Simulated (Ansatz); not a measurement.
# Zr3BC3: a short molecular-dynamics run

What does Zr3BC3 do over 40 steps of 1 fs under a Langevin thermostat at 600 K? The cell is an amorphous cell of 14 atoms, taken as it stands, without a relaxation.

Program: Ansatz 0.2.0. Level of theory: DFT PBE, plane waves, PAW, scalar-relativistic, no spin polarisation. These are calculated values, not measurements.

## (1) The system as given

The cell holds 14 atoms (C6B2Zr6): a = 5.902 Å, b = 5.954 Å, c = 5.432 Å, α = 106.42°, β = 64.70°, γ = 89.27°.

Structure file:

```xyz
14
Lattice="5.7950 -1.0743 0.3161 1.1064 5.7919 0.8231 1.6484 -2.5349 4.5125" Properties=species:S:1:pos:R:3 pbc="T T T"
C     6.3566    1.0855    5.1185
C     5.4379    3.2258    2.0406
Zr    5.2747    2.9265    4.5614
Zr    4.4758    1.2259    2.2804
Zr    2.5769    1.4322    4.2842
Zr    2.0445   -1.2749    4.5668
C     6.8525    1.2489    3.0272
C     3.4639    2.5760    0.8291
C     7.3892    2.3251    4.3021
C     1.9157    2.3053    1.3011
B     4.1889   -0.8495    0.6816
B     1.8947    4.9559    1.5489
Zr    6.0194   -0.7721    3.4774
Zr    3.3823    3.7664    2.7090
```

## (2) The run

The input, input.yaml:

```yaml
crystal:
  lattice:
    - [5.795027, -1.0743, 0.316145]
    - [1.106364, 5.79187, 0.823054]
    - [1.64845, -2.534944, 4.512539]
  atoms:
    - { symbol: C, position: [0.6862, 0.731681, 0.952747] }
    - { symbol: C, position: [0.712541, 0.80123, 0.256146] }
    - { symbol: Zr, position: [0.500653, 0.949409, 0.802581] }
    - { symbol: Zr, position: [0.572869, 0.48298, 0.377119] }
    - { symbol: Zr, position: [0.08927, 0.626612, 0.828862] }
    - { symbol: Zr, position: [0.036237, 0.211537, 0.970913] }
    - { symbol: C, position: [0.926073, 0.604374, 0.49573] }
    - { symbol: C, position: [0.477854, 0.554872, 0.04906] }
    - { symbol: C, position: [0.898483, 0.887006, 0.728638] }
    - { symbol: C, position: [0.181068, 0.51143, 0.182368] }
    - { symbol: B, position: [0.690249, 0.024354, 0.098252] }
    - { symbol: B, position: [0.099805, 0.945833, 0.163738] }
    - { symbol: Zr, position: [0.79324, 0.302626, 0.659844] }
    - { symbol: Zr, position: [0.295327, 0.887881, 0.417697] }
kpoints:
  mp_grid: { grid: [3, 3, 3] }
magnetization:
  spin_polarized: false
scf:
  occupations: { method: fermi_dirac, width: 0.05 }
hamiltonian:
  pseudopotentials: { kind: paw }
  xc: pbe
basis:
  ecutwfc: 420
md:
  timestep: 1.0
  n_steps: 40
  ensemble: nvt_langevin
  temperature: 600.0
  initial_velocities: maxwell_boltzmann
  seed: 487005
```

Command:

```
> ansatz run input.yaml --threads 2 --pin off --max-ram 2560MiB --backend cpu --events-out ev --progress --plain --runs-dir out
```

What it wrote, shortened:

```text
Warning: md: disabling space-group detection — thermal motion breaks the input geometry's symmetry, so no spatial operation reduces the k-mesh or symmetrises the density; time reversal is kept, so that k and −k are solved as one point where they differ and the mesh holds both, and exact [...]
Warning: RAYON_NUM_THREADS=2 ignored (pool sized by the plan → 2); use --threads N
[...]
Pseudopotentials: kind: paw
Pseudopotential: C, paw, valence charge 4, recommended cutoff 420 eV (normal), C.paw.azcp
Pseudopotential: Zr, paw, valence charge 12, recommended cutoff 420 eV (normal), Zr.paw.azcp
Pseudopotential: B, paw, valence charge 3, recommended cutoff 420 eV (normal), B.paw.azcp
Functional definition: PBE
[...]
Crystal: 14 atoms, lattice volume = 163.551 Å³
Basis set: ecut = 420 eV, 3167 PW (Γ), exchange–correlation on 80×80×80 points (8 copies of the dense FFT grid, shifted against one another)
Bands: 65, of which v1, the nominal top of the filled ones, is band 51 counted from 1 (50 counted from 0)
Symmetry: 1 space group operations
k-points: 14 of 27 (time reversal used)
[...]
SCF iter   1: F=—  HF=-26906.767225 eV  |F-HF|=—  |Δ(HF+E_count)|=         —  Δρ=1.02e-2  dr2=2.41e-1  ethr=1.77e-3  ⟨swp⟩=5.2  Hψ=3568  notcnv=0  defer=12
[...]
md step     0: t =     0.00 fs  T =   557.1 K  F+E_penalty+E_count = -26906.73558525 eV  E_kin = 1.008228 eV  (9 SCF iters)
[...]
md step    10: t =    10.00 fs  T =  1319.5 K  F+E_penalty+E_count = -26908.15850318 eV  E_kin = 2.387780 eV  (8 SCF iters)
[...]
md step    20: t =    20.00 fs  T =  2163.0 K  F+E_penalty+E_count = -26909.83513143 eV  E_kin = 3.914206 eV  (8 SCF iters)
[...]
md step    30: t =    30.00 fs  T =  2467.2 K  F+E_penalty+E_count = -26910.73624353 eV  E_kin = 4.464807 eV  (8 SCF iters)
[...]
md step    39: t =    39.00 fs  T =  1690.7 K  F+E_penalty+E_count = -26910.54508327 eV  E_kin = 3.059578 eV  (5 SCF iters)
[...]
md step    40: t =    40.00 fs  T =  1675.6 K  F+E_penalty+E_count = -26910.58517159 eV  E_kin = 3.032200 eV  (8 SCF iters)
SCF converged after 8 iterations
Free energy (F): -26910.585172 eV
[...]
E sigma→0 (E₀):  -26910.558726 eV
Entropy (-TS):   -0.052890 eV (-3.778 meV/atom)
Fermi energy:    15.825049 eV
[...]
--- Forces (eV/Å), atoms counted from 1 ---
  atom   1  C     -0.39481237     2.03701415     0.06123669
  atom   2  C     -5.15264575    -1.58294581    -0.68917588
  atom   3  Zr    -0.84005894    -1.87760845    -0.01207171
  atom   4  Zr    -2.44850332     0.76697654    -0.85232160
  atom   5  Zr     0.83571692     0.41354547     2.26950012
  atom   6  Zr     3.04914733     0.64629611    -0.31961081
  atom   7  C     -1.85957973     2.10428183    -4.48284532
  atom   8  C      0.43335285     0.47635894    -0.63408048
[...]
--- MD trajectory: 40 steps, t = 0.0 → 40.0 fs ---
  final state: T = 1675.6 K   F+E_penalty+E_count = -26910.58517159 eV   E_kin = 3.032200 eV
```

Run time: 1.9 min. Hardware: 2 threads of an x86-64 CPU, shared host; peak memory 0.65 GiB.

## (3) The trajectory

One step in 3; energies are changes from step 0; msd is the mean square displacement from the start, the centre of mass held:

| time (fs) | T (K) | potential energy change (meV/atom) | msd C (Å²) | msd B (Å²) | msd Zr (Å²) |
| --- | --- | --- | --- | --- | --- |
| 0.0 | 557 | 0.0 | 0.000 | 0.000 | 0.000 |
| 3.0 | 652 | 0.5 | 0.001 | 0.002 | 0.000 |
| 6.0 | 854 | -29.4 | 0.005 | 0.006 | 0.000 |
| 9.0 | 1222 | -81.9 | 0.015 | 0.012 | 0.001 |
| 12.0 | 1582 | -140.4 | 0.033 | 0.017 | 0.002 |
| 15.0 | 1890 | -181.8 | 0.063 | 0.024 | 0.003 |
| 18.0 | 2008 | -203.6 | 0.104 | 0.033 | 0.005 |
| 21.0 | 2212 | -230.9 | 0.150 | 0.045 | 0.007 |
| 24.0 | 2310 | -249.9 | 0.198 | 0.067 | 0.010 |
| 27.0 | 2200 | -258.7 | 0.245 | 0.106 | 0.013 |
| 30.0 | 2467 | -285.8 | 0.286 | 0.163 | 0.018 |
| 33.0 | 2402 | -304.0 | 0.320 | 0.238 | 0.024 |
| 36.0 | 1932 | -285.7 | 0.349 | 0.322 | 0.030 |
| 39.0 | 1691 | -272.1 | 0.363 | 0.397 | 0.036 |
| 40.0 | 1676 | -275.0 | 0.364 | 0.419 | 0.038 |

time (fs), T (K) and a bar:
```
      0.0        557 
      2.0        570 
      3.0        652 #
      5.0        744 ###
      7.0        960 ######
      9.0       1222 ##########
     10.0       1319 ############
     12.0       1582 ################
     14.0       1770 ###################
     16.0       1940 ######################
     17.0       2003 #######################
     19.0       2101 ########################
     21.0       2212 ##########################
     23.0       2297 ###########################
     24.0       2310 ############################
     26.0       2155 #########################
     28.0       2398 #############################
     30.0       2467 ##############################
     31.0       2442 ##############################
     33.0       2402 #############################
     35.0       2135 #########################
     37.0       1835 ####################
     38.0       1765 ###################
     40.0       1676 ##################
```

Bonds that form or break, judged by distance (formed within 1.15 times the sum of covalent radii and held on average over 12 fs, broken when stretched by half; pairs already stretched at the start don't count as bonds):

| time (fs) | bond | event |
| --- | --- | --- |
| 27.0 | C2–B12 | forms |

## (4) Positions and forces

Extended XYZ, with forces in eV/Å:

```xyz
14
Lattice="5.795 -1.074 0.316 1.106 5.792 0.823 1.648 -2.535 4.513" Properties=species:S:1:pos:R:3:forces:R:3 pbc="T T T" time_fs=6.0 T=854 dE=-0.4109
C     6.329    1.011    5.190   -1.086   -2.533    3.227
C     5.426    3.223    2.046    2.236    2.078   -0.733
Zr    5.286    2.917    4.558   -0.698    0.565   -0.991
Zr    4.466    1.203    2.270    0.210   -2.767   -2.358
Zr    2.589    1.450    4.282   -0.108   -0.928    1.716
Zr    2.057   -1.273    4.564    0.510   -1.044    1.391
C     6.842    1.297    3.003    2.565    0.475   -1.099
C     3.485    2.522    0.892   -2.943   -0.400   -1.320
C     7.379    2.333    4.332   -0.190    1.237   -0.799
C     1.935    2.386    1.256    1.041    0.658    1.477
B     4.120   -0.879    0.706    0.639   -1.744    0.839
B     1.956    4.907    1.550   -1.879    1.328    0.804
Zr    6.001   -0.754    3.477    0.414    0.138   -0.659
Zr    3.374    3.780    2.712   -0.711    2.939   -1.494
14
Lattice="5.795 -1.074 0.316 1.106 5.792 0.823 1.648 -2.535 4.513" Properties=species:S:1:pos:R:3:forces:R:3 pbc="T T T" time_fs=11.0 T=1438 dE=-1.7008
C     6.268    0.903    5.319   -0.789   -2.205    1.302
C     5.472    3.260    2.031    1.814    1.280    0.525
Zr    5.286    2.908    4.551   -0.168   -0.014   -1.010
Zr    4.460    1.179    2.261    0.400   -2.206   -2.177
Zr    2.605    1.462    4.278   -0.847   -0.425    1.362
Zr    2.070   -1.267    4.566    0.298   -1.132    1.658
C     6.891    1.339    2.972    2.077   -0.167   -0.354
C     3.444    2.475    0.910   -2.486   -0.195   -1.089
C     7.366    2.368    4.341    0.293    1.437   -0.850
C     1.981    2.470    1.234   -0.074    0.249    1.763
B     4.076   -0.936    0.745    1.153   -1.081   -0.119
B     1.951    4.905    1.572   -2.181    1.469    0.461
Zr    5.982   -0.745    3.479    0.878    0.532   -0.588
Zr    3.362    3.800    2.718   -0.368    2.457   -0.884
14
Lattice="5.795 -1.074 0.316 1.106 5.792 0.823 1.648 -2.535 4.513" Properties=species:S:1:pos:R:3:forces:R:3 pbc="T T T" time_fs=17.0 T=2003 dE=-2.7544
C     6.188    0.720    5.494    0.846   -0.845   -1.766
C     5.558    3.326    2.038    1.079   -0.525    1.764
Zr    5.286    2.903    4.544    0.252   -0.968   -0.602
Zr    4.463    1.145    2.243    0.339   -1.418   -1.970
Zr    2.619    1.469    4.274   -1.408    0.136    1.098
Zr    2.086   -1.273    4.579    0.443   -0.591    1.697
C     6.997    1.387    2.925    0.793   -0.861    0.390
C     3.334    2.410    0.923    1.356   -0.528   -1.718
C     7.356    2.452    4.340    0.574    0.871   -0.265
C     2.041    2.574    1.256   -4.499    0.108    2.707
B     4.062   -1.018    0.778    1.113    0.478   -1.439
B     1.880    4.938    1.618   -2.138    1.103    0.192
Zr    5.960   -0.734    3.478    1.427    0.685   -0.175
Zr    3.347    3.831    2.721   -0.177    2.354    0.088
14
Lattice="5.795 -1.074 0.316 1.106 5.792 0.823 1.648 -2.535 4.513" Properties=species:S:1:pos:R:3:forces:R:3 pbc="T T T" time_fs=23.0 T=2297 dE=-3.4437
C     6.124    0.543    5.619    3.186    0.965   -2.833
C     5.670    3.370    2.094   -0.048   -1.244    1.465
Zr    5.285    2.896    4.533    0.126   -1.553   -0.116
Zr    4.466    1.107    2.216   -0.171   -1.314   -1.336
Zr    2.626    1.481    4.278   -1.405    0.580    1.147
Zr    2.103   -1.277    4.602    1.015    0.446    1.297
C     7.129    1.407    2.902   -1.625   -1.622    2.584
C     3.253    2.330    0.891   -0.467   -0.237   -1.276
C     7.361    2.550    4.342    0.683    0.136    0.713
C     1.988    2.675    1.361   -1.707    0.117    0.067
B     4.098   -1.080    0.751    0.362    1.293   -2.168
B     1.723    5.015    1.687   -1.973   -0.369    0.136
Zr    5.948   -0.721    3.471    1.657    0.462    0.321
Zr    3.331    3.879    2.726    0.367    2.339    0.000
14
Lattice="5.795 -1.074 0.316 1.106 5.792 0.823 1.648 -2.535 4.513" Properties=species:S:1:pos:R:3:forces:R:3 pbc="T T T" time_fs=29.0 T=2459 dE=-3.8521
C     6.135    0.402    5.652    2.181    1.782   -2.713
C     5.780    3.376    2.171   -1.796   -0.077    1.155
Zr    5.287    2.884    4.518   -0.065   -1.722    0.052
Zr    4.469    1.066    2.192   -0.848   -1.088   -0.837
Zr    2.625    1.495    4.294   -1.199    0.798    1.381
Zr    2.124   -1.273    4.637    1.784    1.133    0.614
C     7.223    1.394    2.955   -2.885   -1.904    4.522
C     3.175    2.260    0.832   -1.845    1.068    0.103
C     7.394    2.650    4.382    0.346   -0.608    1.424
C     1.891    2.774    1.440    2.212   -0.257   -3.990
B     4.135   -1.105    0.658    0.329    0.503   -1.483
B     1.506    5.097    1.772   -1.097   -1.643    0.077
Zr    5.941   -0.706    3.466    1.734    0.239    0.991
Zr    3.324    3.936    2.731    1.147    1.776   -1.296
14
Lattice="5.795 -1.074 0.316 1.106 5.792 0.823 1.648 -2.535 4.513" Properties=species:S:1:pos:R:3:forces:R:3 pbc="T T T" time_fs=34.0 T=2264 dE=-4.2080
C     6.208    0.321    5.624    0.432    1.950   -1.891
C     5.824    3.384    2.255   -4.864   -0.870    0.797
Zr    5.296    2.862    4.506   -0.311   -1.789   -0.109
Zr    4.471    1.028    2.171   -1.614   -0.388   -0.758
Zr    2.619    1.509    4.309   -0.613    0.711    1.712
Zr    2.144   -1.270    4.666    2.657    1.060    0.128
C     7.255    1.358    3.079   -1.645    0.558   -1.094
C     3.080    2.222    0.786   -1.010    1.374    0.399
C     7.427    2.725    4.451    0.056   -1.216    0.733
C     1.851    2.837    1.418    1.665   -2.002    0.444
B     4.168   -1.101    0.560    0.509   -0.056    0.284
B     1.305    5.135    1.831    1.651   -0.467   -0.101
Zr    5.941   -0.693    3.470    1.793    0.250    1.790
Zr    3.321    3.988    2.730    1.294    0.883   -2.334
14
Lattice="5.795 -1.074 0.316 1.106 5.792 0.823 1.648 -2.535 4.513" Properties=species:S:1:pos:R:3:forces:R:3 pbc="T T T" time_fs=40.0 T=1676 dE=-3.8496
C     6.308    0.282    5.560   -0.395    2.037    0.061
C     5.752    3.386    2.378   -5.153   -1.583   -0.689
Zr    5.311    2.828    4.492   -0.840   -1.878   -0.012
Zr    4.473    0.990    2.148   -2.449    0.767   -0.852
Zr    2.615    1.522    4.326    0.836    0.414    2.269
Zr    2.175   -1.260    4.696    3.049    0.646   -0.320
C     7.260    1.330    3.198   -1.860    2.104   -4.483
C     2.952    2.222    0.763    0.433    0.476   -0.634
C     7.436    2.772    4.538    0.891   -0.523   -1.730
C     1.850    2.847    1.400    0.699   -2.170    3.112
B     4.216   -1.115    0.457   -0.058   -1.057    3.675
B     1.149    5.191    1.876    2.485    0.404   -0.122
Zr    5.949   -0.680    3.485    1.447    0.225    2.338
Zr    3.321    4.042    2.728    0.912    0.136   -2.614
```

## (5) Summary of results

| quantity | value |
| --- | --- |
| length | 40 steps of 1 fs |
| temperature, first and last step | 557 and 1676 K |
| temperature, second half | mean 2177 K, from 1676 to 2467 K |
| potential energy, second half | -270 meV/atom from the start |
| mean square displacement, second half | C 0.273, B 0.191, Zr 0.020 Å² |
| bonds among non-metal atoms formed or broken | 1 |

Against a set 600 K the second half averages 2177 K with a spread of 248 K (in equilibrium 14 atoms would scatter by about 131 K, over a far longer run); the potential energy of that half lies 270 meV/atom under the start, and the run is not yet in equilibrium. The bonding pattern changes, first at 27.0 fs: C2–B12 forms. Over the second half C atoms stand 0.5 Å (root mean square) from where they began, and the farthest move is 0.9 Å. Averages from a run of 40 fs with 14 atoms are rough. The k-mesh is coarse.
